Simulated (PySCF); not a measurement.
**TaOH2: structure of the doublet**

Where does doublet TaOH2 go from a trigonal pyramidal start, is the end point a minimum, and what are its modes, charges and moments?

The runs use PySCF 2.14.0; PBE0, basis Ta def2-TZVP with ECP60, O def2-TZVP, H def2-TZVP, scalar-relativistic core potentials, no spin–orbit coupling, density fitting.

### 1 Where the work starts

4 atoms, charge 0, spin multiplicity 2.

Bond lengths: Ta1–O2 1.830 Å, Ta1–H3 1.780 Å, Ta1–H4 1.780 Å. Angles: O2–Ta1–H3 99.8°, O2–Ta1–H4 99.8°, H3–Ta1–H4 99.7°.

Z-matrix (Å, degrees; charge 0 multiplicity 2):
```
Ta
O  1 1.8300
H  1 1.7800 2 99.75
H  1 1.7800 2 99.75 3 -101.76
```

### 2 The SCF at the typed geometry

One driver script runs all steps and calls PySCF; scf.py shows how it sets up the SCF of each step. The optimiser is the driver's own. After this first run the driver tries any further starts and a stability analysis.

File scf.py:

```python
from pyscf import gto, scf, dft
mol = gto.M(atom='''
Ta    -0.012170     0.143980     0.000000
O     -0.000000    -1.685950    -0.000000
H      1.092580     0.452850    -1.361040
H      1.092610     0.452860     1.361070''',
    basis={'Ta': 'def2-TZVP', 'O': 'def2-TZVP', 'H': 'def2-TZVP'},
    ecp={'Ta': 'def2-TZVP'},
    charge=0, spin=1)
mf = dft.UKS(mol, xc='PBE0')
mf.grids.atom_grid = (50, 194)
aux = {'Ta': 'def2-universal-JKFIT', 'O': 'def2-universal-JKFIT', 'H': 'def2-universal-JKFIT'}
mf = mf.density_fit(auxbasis=aux)
mf.conv_tol = 1e-08
mf.diis_space = 10
mf.max_cycle = 60
mf.init_guess = 'minao'
mf.verbose = 4
mf.kernel()
```

Command:

```bash
> OMP_NUM_THREADS=2 python axn.py task.json out
```

What it wrote:

```text
init E= -114.154910708148
[... the frontier-level lines of each cycle are left out ...]
cycle= 1 E= -133.145831358399  delta_E=  -19  |g|= 0.639  |ddm|= 4.07
cycle= 2 E= -130.696331102919  delta_E= 2.45  |g|= 2.35  |ddm|= 1.51
cycle= 3 E= -133.25902793729  delta_E= -2.56  |g|= 0.361  |ddm|= 1.24
cycle= 4 E= -133.315187418561  delta_E= -0.0562  |g|= 0.204  |ddm|= 0.468
cycle= 5 E= -133.332782754539  delta_E= -0.0176  |g|= 0.0501  |ddm|= 0.131
cycle= 6 E= -133.334221373822  delta_E= -0.00144  |g|= 0.0202  |ddm|= 0.045
cycle= 7 E= -133.334743917944  delta_E= -0.000523  |g|= 0.00667  |ddm|= 0.0391
cycle= 8 E= -133.334970155726  delta_E= -0.000226  |g|= 0.00536  |ddm|= 0.0353
cycle= 9 E= -133.335084999248  delta_E= -0.000115  |g|= 0.00171  |ddm|= 0.0305
cycle= 10 E= -133.335108007796  delta_E= -2.3e-05  |g|= 0.000547  |ddm|= 0.018
cycle= 11 E= -133.335109241087  delta_E= -1.23e-06  |g|= 0.000202  |ddm|= 0.00341
cycle= 12 E= -133.335109437773  delta_E= -1.97e-07  |g|= 9.14e-05  |ddm|= 0.00125
cycle= 13 E= -133.335109479371  delta_E= -4.16e-08  |g|= 3.87e-05  |ddm|= 0.000501
cycle= 14 E= -133.335109486253  delta_E= -6.88e-09  |g|= 1.42e-05  |ddm|= 0.000218
Extra cycle  E= -133.335109486886  delta_E= -6.33e-10  |g|= 1.5e-05  |ddm|= 3.57e-05
converged SCF energy = -133.335109486886  <S^2> = 0.760409  2S+1 = 2.0103821
```

This step, with its further starts and checks, needed 9.6 s of wall time on 2 threads of Arm Neoverse V1, shared host.

The starts that the driver tried:

| start | energy (Eh) |
| --- | --- |
| the minimal-basis guess | -133.335109 |
| a thermally smeared density | -133.335109 |
| a smeared PBE density | -133.335109 |

No lower solution of this spin turned up from the other starts or in the test of internal stability.

### 3 Relaxation: trigonal pyramidal start, doublet

The program finds Cs symmetry in the start, which this walk keeps.

Changes to scf.py since step 2:

```diff
@@ -3,4 +3,4 @@
-Ta    -0.012170     0.143980     0.000000
-O     -0.000000    -1.685950    -0.000000
-H      1.092580     0.452850    -1.361040
-H      1.092610     0.452860     1.361070''',
+Ta    -0.012171     0.143985     0.000000
+O     -0.000001    -1.685945    -0.000000
+H      1.092592     0.452860    -1.361056
+H      1.092596     0.452859     1.361054''',
@@ -17 +16,0 @@
-mf.init_guess = 'minao'
```

The optimiser's trace:

| step | energy (Eh) | change (kJ/mol) | largest symmetric gradient (Eh/bohr) |
| --- | --- | --- | --- |
| 0 | -133.335109 | 0.00 | 0.11517 |
| 1 | -133.354243 | -50.24 | 0.02238 |
| 2 | -133.356753 | -56.83 | 0.00771 |
| 3 | -133.357791 | -59.55 | 0.00479 |
| 4 | -133.357839 | -59.68 | 0.00159 |
| 5 | -133.357852 | -59.71 | 0.00081 |
| 6 | -133.357853 | -59.71 | 0.00020 |

The walk took 12 s.

Geometry (Å) and forces (eV/Å) at some steps:

```
step 0
Ta  -0.012   0.144   0.000   1.312  -5.922   0.000
O    0.000  -1.686   0.000  -0.350   5.674   0.000
H    1.093   0.453  -1.361  -0.481   0.124  -0.114
H    1.093   0.453   1.361  -0.481   0.124   0.114
step 1
Ta   0.047   0.069   0.000   0.644   1.150   0.000
O   -0.007  -1.607   0.000  -0.120  -1.098   0.000
H    1.067   0.451  -1.402  -0.262  -0.026  -0.257
H    1.067   0.451   1.402  -0.262  -0.026   0.257
step 3
Ta   0.165   0.080   0.000   0.115  -0.195   0.000
O   -0.023  -1.608   0.000   0.024   0.246   0.000
H    1.016   0.445  -1.537  -0.069  -0.026   0.092
H    1.016   0.445   1.537  -0.069  -0.026  -0.092
step 6
Ta   0.170   0.082   0.000   0.002   0.010   0.000
O   -0.020  -1.601   0.000   0.000  -0.010   0.000
H    1.012   0.441  -1.533  -0.001   0.000   0.001
H    1.012   0.441   1.533  -0.001   0.000  -0.001
```

It settles in Cs symmetry, 59.7 kJ/mol below the start, after 6 steps: Ta–H 1.785 Å (×2), Ta–O 1.694 Å; H–Ta–H 118.3°, H–Ta–O 104.6° (×2).

### 4 Frequencies

On the finer grid the gradient is checked again; gradients at displacements of ±0.02 bohr then give force constants and infrared intensities.

Changes to scf.py since step 3:

```diff
@@ -3,4 +3,4 @@
-Ta    -0.012171     0.143985     0.000000
-O     -0.000001    -1.685945    -0.000000
-H      1.092592     0.452860    -1.361056
-H      1.092596     0.452859     1.361054''',
+Ta     0.006777     0.131703     0.000000
+O     -0.183124    -1.551779    -0.000000
+H      0.848597     0.490325    -1.532825
+H      0.848601     0.490324     1.532823''',
@@ -11 +11 @@
-mf.grids.atom_grid = (50, 194)
+mf.grids.atom_grid = (75, 302)
@@ -14 +14 @@
-mf.conv_tol = 1e-08
+mf.conv_tol = 1e-10
```

The driver hands on the density of the step before, so the log starts near convergence.

Log of the central SCF (cycles and frontier levels):

```text
init E= -133.357904077095
[... the frontier-level lines of each cycle are left out ...]
cycle= 1 E= -133.357904077091  delta_E= 4.04e-12  |g|= 2.62e-06  |ddm|= 2.85e-06
Extra cycle  E= -133.357904077077  delta_E= 1.34e-11  |g|= 6.89e-06  |ddm|= 4.3e-06
converged SCF energy = -133.357904077077  <S^2> = 0.7556744  2S+1 = 2.0056664
```

The whole step took 47 s.

Geometry: Cs; Ta–H 1.785 Å (×2), Ta–O 1.694 Å; H–Ta–H 118.3°, H–Ta–O 104.6° (×2).

Modes, for the most abundant isotopes:

```
symmetry  ω (cm⁻¹)  IR (km/mol)  μ (u)     type
      a'       509         77.4   1.06     bend
     a''       586          3.4   1.12     bend
      a'       722         35.1   1.03     bend
      a'      1044          159  14.07  stretch
     a''      1836          353   1.02  stretch
      a'      1853          111   1.01  stretch
```

All wavenumbers are real: a minimum.

Properties at this point:

```
Dipole moment                                                   : 3.63 D
Highest occupied level                                          : -6.21 eV
Lowest empty level                                              : -2.53 eV
Rotational constants                                            : 2.819, 0.382, 0.354 cm⁻¹
Zero-point energy                                               : 39.2 kJ/mol
Principal polarisabilities                                      : 44.9, 48.2, 59.9 bohr³
Atomisation energy without zero-point energy                    : 1351 kJ/mol
Principal traceless quadrupole moments about the centre of mass : -2.11, -1.24, 3.34 D Å
Entropy at 298.15 K and 1 bar (electronic part: spin only)      : 274.6 J/(mol K)
Heat capacity Cp at 298.15 K                                    : 47.7 J/(mol K)
Enthalpy at 298.15 K above 0 K                                  : 11.29 kJ/mol
Rotational symmetry number                                      : 1
Spin squared ⟨S²⟩                                               : 0.756
```

Populations by atom (charges in e):

```tsv
atom	Mulliken	Löwdin	polar tensor	spin (Mulliken)	Mayer order to Ta1
Ta1	0.75	0.52	1.28	1.13	–
O2	-0.47	-0.25	-0.71	-0.08	2.29
H3,4	-0.14	-0.14	-0.28	-0.03	0.97
```

Mulliken populations on Ta1 (outside its core potential): s 2.82, p 6.37, d 2.98, f 0.07.

### 5 Outcome

| quantity | value |
| --- | --- |
| minimum | doublet, Cs |
| geometry | Ta–H 1.785 Å (×2), Ta–O 1.694 Å; H–Ta–H 118.3°, H–Ta–O 104.6° (×2) |
| wavenumbers (cm⁻¹) | 509 (a'), 586 (a''), 722 (a'), 1044 (a'), 1836 (a''), 1853 (a') |
| dipole moment | 3.63 D |
| highest occupied, lowest empty level (either spin) | -6.21, -2.53 eV |
| polar-tensor charge of Ta1 | +1.28 e |
| zero-point energy | 39.2 kJ/mol |
| entropy at 298.15 K | 274.6 J/(mol K) |
| atomisation energy (no zero-point energy) | 1351 kJ/mol |
| ⟨S²⟩ | 0.756 |

What this shows: The trigonal pyramidal start keeps its Cs symmetry and ends in a minimum. In the infrared the band at 1836 cm⁻¹ (a'', stretch) leads. Most of the spin sits on Ta1 (Mulliken spin 1.13, against 1 for the whole molecule). Only this shape and spin were tried, so other structures or states may lie lower. One determinant may miss the lowest occupation of an open d or f shell. With an element this heavy the missing spin–orbit coupling can shift these numbers.

The search up to here took 68 s.
